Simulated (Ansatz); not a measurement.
Geometry optimisation, DFT PBE, scalar-relativistic, plane waves, PAW (Ansatz).

The input (input.yaml):

```yaml
accuracy: low
crystal:
  lattice:
    - [11.18, 0.0, 0.0]
    - [0.0, 11.18, 0.0]
    - [0.0, 0.0, 11.18]
  atoms:
    - { symbol: Rb, position: [0.0, 0.0, 0.0] }
    - { symbol: Rb, position: [0.5, 0.0, 0.0] }
    - { symbol: Rb, position: [0.0, 0.5, 0.0] }
    - { symbol: Rb, position: [0.0, 0.0, 0.5] }
    - { symbol: Rb, position: [0.25, 0.25, 0.25] }
    - { symbol: Rb, position: [0.5, 0.5, 0.0] }
    - { symbol: Rb, position: [0.5, 0.0, 0.5] }
    - { symbol: Rb, position: [0.75, 0.25, 0.25] }
    - { symbol: Rb, position: [0.0, 0.5, 0.5] }
    - { symbol: Rb, position: [0.25, 0.75, 0.25] }
    - { symbol: Rb, position: [0.25, 0.25, 0.75] }
    - { symbol: Rb, position: [0.5, 0.5, 0.5] }
    - { symbol: Rb, position: [0.75, 0.75, 0.25] }
    - { symbol: Rb, position: [0.75, 0.25, 0.75] }
    - { symbol: Rb, position: [0.25, 0.75, 0.75] }
    - { symbol: Rb, position: [0.75, 0.75, 0.75] }
    - { symbol: Li, position: [0.6246645, 0.0038089, 0.2473096] }
basis:
  ecutwfc: 420.0
kpoints:
  mp_grid: { grid: [1, 1, 1] }
hamiltonian:
  xc: pbe
scf:
  occupations: { method: fermi_dirac, width: 0.1 }
  lower_state_search: "off"
relax:
  f_tol: 0.08
  max_steps: 25
  adjacent_minimum: "off"
output:
  write_density: true
  write_potential: true
  elf: true
  volumetric_format: npy
```

Launched with:

```bash
$ ansatz run input.yaml --threads 2 --pin off --max-ram 5120MiB --backend cpu --events-out ev --progress --plain --runs-dir out
```

Where does it end, and by what steps?

The run converged. Limits of this set-up: coarse k mesh, a small cell, in which the defect meets its images, a typed lattice constant that wasn't relaxed here, low accuracy level. After 3 steps the energy has fallen by 0.456 eV; Rb8 moved furthest, 0.46 Å.

| step | energy less start (eV) | largest force component (eV/Å) | accepted |
| --- | --- | --- | --- |
| 0 | 0.0000 | 0.455 | yes |
| 1 | -0.2080 | 0.289 | yes |
| 2 | -0.3888 | 0.111 | yes |
| 3 | -0.4564 | 0.013 | yes |

```xyz
17
Lattice="11.1800 0.0000 0.0000 0.0000 11.1800 0.0000 0.0000 0.0000 11.1800" Properties=species:S:1:pos:R:3
Rb -0.340 0.003 0.236
Rb 5.512 -0.003 -0.454
Rb 0.261 5.596 0.098
Rb -0.333 0.002 5.357
Rb 3.136 2.559 2.793
Rb 5.492 5.583 -0.121
Rb 5.526 -0.003 6.026
Rb 8.465 3.252 2.797
Rb 0.259 5.597 5.493
Rb 3.126 8.618 2.793
Rb 2.534 2.698 8.381
Rb 5.490 5.584 5.716
Rb 8.446 7.954 2.797
Rb 8.482 2.915 8.390
Rb 2.536 8.481 8.380
Rb 8.485 8.258 8.389
Li 6.985 0.029 2.774
```

Whether the end is a true minimum wasn't checked by a vibrational analysis.

Run time: 15 s on 2 threads of Intel(R) Xeon(R) Platinum 8488C (Sapphire Rapids) (shared host), peak memory 0.91 GiB.
